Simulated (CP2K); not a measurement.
# One shape, several levels: Si5H10 (SMILES [SiH2]1[SiH2][SiH2][SiH2][SiH2]1)

Aim: a comparison of 3 runs (BLYP-D3(BJ)/DZVP-MOLOPT-SR-GTH, PBE/DZVP-MOLOPT-SR-GTH, PBE/TZV2P-MOLOPT-PBE-GTH) of Si5H10. 

The results are computed with CP2K 2026.2.

**1. The structure to begin with**

Si5H10 has 15 atoms, charge 0, and is taken as a singlet. As SMILES, `[SiH2]1[SiH2][SiH2][SiH2][SiH2]1`. The coordinates come from a PBE0-D4/def2-TZVP relaxation. This is one conformer, not always the lowest.

Bond lengths: Si1–Si2 2.341 Å, Si2–Si3 2.341 Å, Si3–Si4 2.346 Å, Si1–Si5 2.350 Å, Si4–Si5 2.358 Å, Si1–H6 1.491 Å, Si1–H7 1.489 Å, Si2–H8 1.488 Å, Si2–H9 1.491 Å, Si3–H10 1.489 Å, Si3–H11 1.491 Å, Si4–H12 1.490 Å, Si4–H13 1.489 Å, Si5–H14 1.489 Å, Si5–H15 1.490 Å. Some angles: Si1–Si2–Si3 100.9°, Si2–Si1–Si5 103.6°, Si2–Si3–Si4 102.6°, Si3–Si4–Si5 105.3°, Si1–Si5–Si4 105.6°, Si1–Si2–H8 114.0°, Si1–Si2–H9 109.3°, Si3–Si2–H8 114.3°, Si3–Si2–H9 109.1°, Si2–Si1–H6 108.2°.

**2. A single-point energy at BLYP-D3(BJ)/DZVP-MOLOPT-SR-GTH (core potential) (run 1)**

File job.inp:

```
&GLOBAL
  PROJECT job
  RUN_TYPE ENERGY
  PRINT_LEVEL MEDIUM
&END

&FORCE_EVAL
  METHOD Quickstep
  &DFT
    BASIS_SET_FILE_NAME BASIS_MOLOPT
    POTENTIAL_FILE_NAME GTH_POTENTIALS
    &QS
      METHOD GPW
      EPS_DEFAULT 1.0E-10
    &END
    # plane-wave cutoff in Ry
    &MGRID
      CUTOFF 400
      REL_CUTOFF 50
      NGRIDS 4
    &END
    &POISSON
      PERIODIC NONE
      POISSON_SOLVER MULTIPOLE
    &END
    &SCF
      SCF_GUESS ATOMIC
      EPS_SCF 1.0E-06
      MAX_SCF 50
      &OT
        MINIMIZER DIIS
        PRECONDITIONER FULL_ALL
      &END
      &OUTER_SCF
        EPS_SCF 1.0E-06
        MAX_SCF 8
      &END
    &END
    &XC
      &XC_FUNCTIONAL BLYP
      &END
      &VDW_POTENTIAL
        POTENTIAL_TYPE PAIR_POTENTIAL
        &PAIR_POTENTIAL
          TYPE DFTD3(BJ)
          PARAMETER_FILE_NAME dftd3.dat
          REFERENCE_FUNCTIONAL BLYP
          R_CUTOFF 15
        &END
      &END
    &END
    # extra output
    &PRINT
      &MOMENTS
        PERIODIC F
        REFERENCE COM
        MAX_MOMENT 1
      &END
      &MO_CUBES
        NLUMO 3
        NHOMO -1
        WRITE_CUBE F
      &END
      &HIRSHFELD OFF
      &END
    &END
  &END
  # atoms, cell and kinds
  &SUBSYS
    # vacuum box
    &CELL
      ABC 12.1 12 13
      PERIODIC NONE
    &END
    &COORD
      UNIT bohr
      Si    -2.0485765     2.7572049     1.3372836
      Si    -0.1116639    -0.4736410     3.6569980
      Si     3.1847743    -1.6012972     0.9321074
      Si     1.1464213    -1.8476419    -2.9969356
      Si    -2.1395668     1.1546794    -2.8028607
      H     -0.3669470     5.0165804     1.3995690
      H     -4.5893133     3.5016247     2.2876269
      H      0.7280170     0.3060222     6.2256649
      H     -1.8914458    -2.6439536     3.8995821
      H      4.5260641    -3.9693886     1.6429279
      H      5.0482900     0.5107741     0.8724488
      H      0.0273065    -4.4136443    -3.2996130
      H      2.8913188    -1.3790087    -5.1535288
      H     -1.7997185     3.1949411    -4.7104258
      H     -4.6049602    -0.1132702    -3.2908258
    &END
    &TOPOLOGY
      &CENTER_COORDINATES
      &END
    &END
    &KIND Si
      BASIS_SET DZVP-MOLOPT-SR-GTH-q4
      POTENTIAL GTH-BLYP-q4
    &END
    &KIND H
      BASIS_SET DZVP-MOLOPT-SR-GTH-q1
      POTENTIAL GTH-BLYP-q1
    &END
  &END
&END
```

On the command line:

```sh
OMP_NUM_THREADS=1 cp2k.psmp job.inp > job.out
```

What it wrote:

```text
CP2K| version string:                                       CP2K version 2026.2
[...]
 GLOBAL| Method name                                                        CP2K
[...]
 GLOBAL| Run type                                                         ENERGY
[...]
 DFT| Spin restricted Kohn-Sham (RKS) calculation                            RKS
 DFT| Multiplicity                                                             1
[...]
 DFT| Charge                                                                   0
[...]
 FUNCTIONAL| BECKE88:
 FUNCTIONAL| LYP:
[...]
 QS| Method:                                                                 GPW
[...]
 QS| Density cutoff [a.u.]:                                                200.0
[...]
 QS| Relative density cutoff [a.u.]:                                        25.0
[...]
                             - Atoms:                                         15
[...]
                             - Spherical basis functions:                    115
[...]
 Number of electrons:                                                         30
[...]
     1 OT DIIS     0.15E+00   12.0     0.12290873       -23.5227433585 -2.35E+01
[...]
  *** SCF run converged in    19 steps ***
[...]
  Overlap energy of the core charge distribution:               0.00000008176128
  Self energy of the core charge distribution:                -65.39470172939903
  Core Hamiltonian energy:                                     15.83323494075242
  Hartree energy:                                              33.55670283438398
  Exchange-correlation energy:                                 -9.32622815545672
  Dispersion energy:                                           -0.04316787637827
  Total energy:                                               -25.37415990433636
[...]
 ENERGY| Total FORCE_EVAL ( QS ) energy [hartree]            -25.374159904336363
[...]
```

Wall time 3.6 min (1 thread of Intel Xeon at 2.50GHz (Skylake/Cascade Lake), shared host); peak memory 1.4 GiB.

**3. A single-point energy at PBE/DZVP-MOLOPT-SR-GTH (core potential) (run 2)**

File molecule.inp:

```
&GLOBAL
  PROJECT molecule
  RUN_TYPE ENERGY
  PRINT_LEVEL MEDIUM
&END GLOBAL

&FORCE_EVAL
  METHOD QS
  &DFT
    BASIS_SET_FILE_NAME BASIS_MOLOPT
    POTENTIAL_FILE_NAME GTH_POTENTIALS
    CHARGE 0
    MULTIPLICITY 1
    &QS
      METHOD GPW
      EPS_DEFAULT 1.0E-10
    &END QS
    &MGRID
      CUTOFF 400
      REL_CUTOFF 50
      NGRIDS 4
    &END MGRID
    ! isolated system
    &POISSON
      PERIODIC NONE
      POISSON_SOLVER MULTIPOLE
    &END POISSON
    &SCF
      SCF_GUESS ATOMIC
      EPS_SCF 1.0E-06
      MAX_SCF 30
      &OT ON
        MINIMIZER DIIS
        PRECONDITIONER FULL_SINGLE_INVERSE
      &END OT
      &OUTER_SCF
        EPS_SCF 1.0E-06
        MAX_SCF 8
      &END OUTER_SCF
    &END SCF
    &XC
      &XC_FUNCTIONAL PBE
      &END XC_FUNCTIONAL
    &END XC
    &PRINT
      &MOMENTS
        PERIODIC F
        REFERENCE COM
        MAX_MOMENT 1
      &END MOMENTS
      &MO_CUBES
        NLUMO 5
        NHOMO -1
        WRITE_CUBE F
      &END MO_CUBES
      &HIRSHFELD OFF
      &END HIRSHFELD
    &END PRINT
  &END DFT
  &SUBSYS
    &CELL
      ABC [angstrom] 12.1 12 13
      PERIODIC NONE
    &END CELL
    &COORD
      Si    -1.084060     1.459050     0.707660
      Si    -0.059090    -0.250640     1.935200
      Si     1.685310    -0.847370     0.493250
      Si     0.606660    -0.977730    -1.585910
      Si    -1.132210     0.611030    -1.483210
      H     -0.194180     2.654660     0.740620
      H     -2.428560     1.852980     1.210560
      H      0.385250     0.161940     3.294480
      H     -1.000910    -1.399120     2.063570
      H      2.395090    -2.100510     0.869400
      H      2.671440     0.270290     0.461680
      H      0.014450    -2.335600    -1.746080
      H      1.530020    -0.729740    -2.727130
      H     -0.952370     1.690690    -2.492650
      H     -2.436840    -0.059940    -1.741430
    &END COORD
    &TOPOLOGY
      &CENTER_COORDINATES
      &END CENTER_COORDINATES
    &END TOPOLOGY
    &KIND Si
      BASIS_SET DZVP-MOLOPT-SR-GTH-q4
      POTENTIAL GTH-PBE-q4
    &END KIND
    &KIND H
      BASIS_SET DZVP-MOLOPT-SR-GTH-q1
      POTENTIAL GTH-PBE-q1
    &END KIND
  &END SUBSYS
&END FORCE_EVAL
```

On the command line:

```sh
OMP_NUM_THREADS=1 cp2k.psmp -i molecule.inp > molecule.out 2>&1
```

What it wrote:

```text
CP2K| version string:                                       CP2K version 2026.2
[...]
 GLOBAL| Method name                                                        CP2K
[...]
 GLOBAL| Run type                                                         ENERGY
[...]
 DFT| Spin restricted Kohn-Sham (RKS) calculation                            RKS
 DFT| Multiplicity                                                             1
[...]
 DFT| Charge                                                                   0
[...]
 FUNCTIONAL| PBE:
 QS| Method:                                                                 GPW
[...]
 QS| Density cutoff [a.u.]:                                                200.0
[...]
 QS| Relative density cutoff [a.u.]:                                        25.0
[...]
                             - Atoms:                                         15
[...]
                             - Spherical basis functions:                    115
[...]
 Number of electrons:                                                         30
[...]
     1 OT DIIS     0.80E-01   13.3     0.10601146       -23.6158117341 -2.36E+01
[...]
    19 OT DIIS     0.80E-01   11.9     0.00000062       -25.4760377102 -2.82E-10
  *** SCF run converged in    19 steps ***
[...]
  Overlap energy of the core charge distribution:               0.00000008176127
  Self energy of the core charge distribution:                -65.39470172939903
  Core Hamiltonian energy:                                     15.69457203692249
  Hartree energy:                                              33.65027465086945
  Exchange-correlation energy:                                 -9.42618275032409
  Total energy:                                               -25.47603771016990
[...]
 HOMO - LUMO gap [eV] :    5.003271
 ENERGY| Total FORCE_EVAL ( QS ) energy [hartree]            -25.476037710169905
[...]
```

Wall time 4.6 min (1 thread of Intel Xeon at 2.50GHz (Skylake/Cascade Lake), shared host); peak memory 1.4 GiB.

**4. The energy at PBE/TZV2P-MOLOPT-PBE-GTH (core potential) (run 3)**

molecule.inp: that of step 3 with these lines changed.

```diff
@@ -1,12 +1,6 @@
-&GLOBAL
-  PROJECT molecule
-  RUN_TYPE ENERGY
-  PRINT_LEVEL MEDIUM
-&END GLOBAL
-
 &FORCE_EVAL
-  METHOD QS
+  METHOD QUICKSTEP
   &DFT
-    BASIS_SET_FILE_NAME BASIS_MOLOPT
-    POTENTIAL_FILE_NAME GTH_POTENTIALS
+    BASIS_SET_FILE_NAME BASIS_MOLOPT_UZH
+    POTENTIAL_FILE_NAME POTENTIAL_UZH
     CHARGE 0
@@ -22,3 +16,2 @@
     &END MGRID
-    ! isolated system
     &POISSON
@@ -30,11 +23,12 @@
       EPS_SCF 1.0E-06
-      MAX_SCF 30
-      &OT ON
-        MINIMIZER DIIS
-        PRECONDITIONER FULL_SINGLE_INVERSE
-      &END OT
-      &OUTER_SCF
-        EPS_SCF 1.0E-06
-        MAX_SCF 8
-      &END OUTER_SCF
+      MAX_SCF 80
+      ADDED_MOS 3
+      &DIAGONALIZATION
+        ALGORITHM STANDARD
+      &END DIAGONALIZATION
+      &MIXING
+        METHOD BROYDEN_MIXING
+        ALPHA 0.3
+        NBUFFER 8
+      &END MIXING
     &END SCF
@@ -50,7 +44,11 @@
       &END MOMENTS
-      &MO_CUBES
-        NLUMO 5
-        NHOMO -1
-        WRITE_CUBE F
-      &END MO_CUBES
+      &MO ON
+        ENERGIES T
+        OCCUPATION_NUMBERS T
+        NDIGITS 6
+        &EACH
+          QS_SCF 0
+        &END EACH
+        ADD_LAST NUMERIC
+      &END MO
       &HIRSHFELD OFF
@@ -86,3 +84,3 @@
     &KIND Si
-      BASIS_SET DZVP-MOLOPT-SR-GTH-q4
+      BASIS_SET TZV2P-MOLOPT-PBE-GTH-q4
       POTENTIAL GTH-PBE-q4
@@ -90,3 +88,3 @@
     &KIND H
-      BASIS_SET DZVP-MOLOPT-SR-GTH-q1
+      BASIS_SET TZV2P-MOLOPT-PBE-GTH-q1
       POTENTIAL GTH-PBE-q1
@@ -95 +93,7 @@
 &END FORCE_EVAL
+
+&GLOBAL
+  PROJECT molecule
+  RUN_TYPE ENERGY
+  PRINT_LEVEL MEDIUM
+&END GLOBAL
```

On the command line:

```sh
OMP_NUM_THREADS=1 cp2k.psmp -i molecule.inp -o molecule.out
```

What it wrote:

```text
CP2K| version string:                                       CP2K version 2026.2
[...]
 GLOBAL| Method name                                                        CP2K
[...]
 GLOBAL| Run type                                                         ENERGY
[...]
 DFT| Spin restricted Kohn-Sham (RKS) calculation                            RKS
 DFT| Multiplicity                                                             1
[...]
 DFT| Charge                                                                   0
[...]
 FUNCTIONAL| PBE:
 QS| Method:                                                                 GPW
[...]
 QS| Density cutoff [a.u.]:                                                200.0
[...]
 QS| Relative density cutoff [a.u.]:                                        25.0
[...]
                             - Atoms:                                         15
[...]
                             - Spherical basis functions:                    285
[...]
 Number of electrons:                                                         30
[...]
     1 NoMix/Diag. 0.30E+00   11.9     0.59037131       -24.7408960560 -2.47E+01
[...]
    24 Broy./Diag. 0.30E+00   10.2     0.00000064       -25.4896043740  1.19E-06
  *** SCF run converged in    24 steps ***
[...]
  Overlap energy of the core charge distribution:               0.00000008312746
  Self energy of the core charge distribution:                -65.35501834193076
  Core Hamiltonian energy:                                     15.67348701881282
  Hartree energy:                                              33.62056756751755
  Exchange-correlation energy:                                 -9.42864070147965
  Total energy:                                               -25.48960437395258
[...]
 ENERGY| Total FORCE_EVAL ( QS ) energy [hartree]            -25.489604373952581
[...]
```

Run time: 5.1 min. Hardware: 1 thread of Intel Xeon at 2.50GHz (Skylake/Cascade Lake), shared host; peak memory 2.5 GiB.

**5. All runs side by side**

| run | level | core potential | iteration cap | energy (Eh) | dipole moment (D) | HOMO energy (eV) | LUMO energy (eV) | wall time |
| --- | --- | --- | --- | --- | --- | --- | --- | --- |
| 1 | BLYP-D3(BJ)/DZVP-MOLOPT-SR-GTH (core potential) | GTH-BLYP | 50 | -25.374160 | 0.05 | -6.38 | -1.31 | 3.6 min |
| 2 | PBE/DZVP-MOLOPT-SR-GTH (core potential) | GTH-PBE | 30 | -25.476038 | 0.03 | -6.59 | -1.59 | 4.6 min |
| 3 | PBE/TZV2P-MOLOPT-PBE-GTH (core potential) | GTH-PBE | 80 | -25.489604 | 0.07 | -6.64 | -1.73 | 5.1 min |

**6. Summary of results**

```
            quantity         value
 run 3: total energy  -25.48960 Eh
run 3: dipole moment        0.07 D
  run 3: HOMO energy      -6.64 eV
  run 3: LUMO energy      -1.73 eV
run 3: HOMO–LUMO gap       4.90 eV
```

What this shows: The dipole moment (its size) runs from 0.03 D (PBE/DZVP-MOLOPT-SR-GTH) to 0.07 D (PBE/TZV2P-MOLOPT-PBE-GTH). The HOMO–LUMO gap runs from 4.90 eV (PBE/TZV2P-MOLOPT-PBE-GTH) to 5.08 eV (BLYP-D3(BJ)/DZVP-MOLOPT-SR-GTH). The two ends differ in method and basis. Totals of different functionals can't be ranked against each other. All runs together took 13 min, the longest 5.1 min.
